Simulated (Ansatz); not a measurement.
# CH₃FInN: a ladder of functionals and wavefunction methods

One table from this session's results is given with a row withheld; the runs are named, their logs left out.

The runs use Ansatz 0.2.0, Gaussian basis; functionals in def2-TZVPP, the program's frozen cores in correlated methods.

The runs, in order: LDA (SPW92), PBE-D4, revPBE-D4, BLYP-D4, r2SCAN-D4, B97M-V, PBE0-D4, B3LYP-D4, r2SCANh-D4, r2SCAN0-D4, HSE06-D4, BHLYP-D4, CAM-B3LYP-D4, LC-ωPBE, ωB97X-V, ωB97M-V, B2PLYP, PBE-QIDH; CCSD(T)/def2-SVP; CCSD(T)/def2-TZVPP; MP2/def2-QZVPP; extrapolation to the limit; RPA on PBE.

### The relaxed structure

The geometry comes from an earlier relaxation with PBE0-D4 in a triple-zeta def2 set; it is a stationary point, not always the lowest conformer. In takes the def2 core potential; no spin-orbit term is included.

7 atoms, charge 0, spin multiplicity 1.

Atoms are counted from 1 here; the program's logs count them from 0.

Bond lengths: F1–In2 2.042 Å, C3–N4 1.258 Å, C3–H5 1.091 Å, C3–H6 1.094 Å, N4–H7 1.023 Å. Angles: N4–C3–H5 119.4°, N4–C3–H6 123.6°, H5–C3–H6 117.0°, C3–N4–H7 115.8°.

Set-up of the first run:

The input, in.yaml:

```yaml
crystal:
  periodic: [false, false, false]
  atoms:
    - {symbol: F, position_ang: [-0.999630, -2.318162, -0.750964]}
    - {symbol: In, position_ang: [-1.486586, -1.780782, 1.158456]}
    - {symbol: C, position_ang: [0.636409, 1.150209, 0.080122]}
    - {symbol: N, position_ang: [0.013609, 0.057003, 0.062991]}
    - {symbol: H, position_ang: [0.615143, 1.764437, 0.981117]}
    - {symbol: H, position_ang: [1.210585, 1.533276, -0.768257]}
    - {symbol: H, position_ang: [0.071570, -0.473981, -0.809166]}
basis:
  gaussian: {orbitals: def2-TZVPP}
hamiltonian: {xc: lda}
output: {orbitals: {seedname: orbitals}}
```

Launch:

```bash
$ ansatz run in.yaml --threads 2 --pin off --events-out ev --progress --plain --max-ram 4352MiB
```

Steps of the session up to this table: LDA; PBE-D4 (GGA); revPBE-D4 (GGA); BLYP-D4 (GGA); r2SCAN-D4 (meta-GGA); B97M-V (meta-GGA); PBE0-D4 (hybrid); B3LYP-D4 (hybrid); r2SCANh-D4 (hybrid); r2SCAN0-D4 (hybrid); HSE06-D4 (hybrid); BHLYP-D4 (hybrid); CAM-B3LYP-D4 (range-separated); LC-ωPBE (range-separated); ωB97X-V (range-separated); ωB97M-V (range-separated); B2PLYP (double hybrid); PBE-QIDH (double hybrid).

One of the session's tables, all rows but one given; the rest of the session is left out.

It belongs to the step «Orbital energies across the functionals». 

```
  functional  HOMO (eV)  LUMO (eV)  gap (eV)
 LDA (SPW92)      -5.81      -2.82      2.99
      PBE-D4      -5.56      -2.55      3.01
   revPBE-D4      -5.47      -2.45      3.02
     BLYP-D4      -5.50      -2.43      3.07
   r2SCAN-D4      -5.81      -2.36      3.44
      B97M-V      -5.61      -2.29      3.32
     PBE0-D4      -6.54      -1.52      5.03
    B3LYP-D4      -6.45      -1.77      4.68
  r2SCANh-D4          ?          ?         ?
  r2SCAN0-D4      -6.74      -1.42      5.32
    HSE06-D4      -6.15      -1.89      4.25
    BHLYP-D4      -7.44      -0.65      6.79
CAM-B3LYP-D4      -7.83      -0.51      7.31
     LC-ωPBE      -8.87       0.56      9.43
     ωB97X-V      -8.64       0.47      9.10
     ωB97M-V      -8.63       0.24      8.87
```

**Question.** Estimate the row for r2SCANh-D4.

Worked estimate for «HOMO (eV)». Against the share of exact exchange, r2SCAN-D4 (0, -5.81), r2SCAN0-D4 (0.25, -6.74) give a slope of -3.72 per unit share; at 0.1 the line stands at -6.18.

The run gave: HOMO (eV): -6.18; LUMO (eV): -1.97; gap (eV): 4.21. In «HOMO (eV)» the line misses by 0.00.
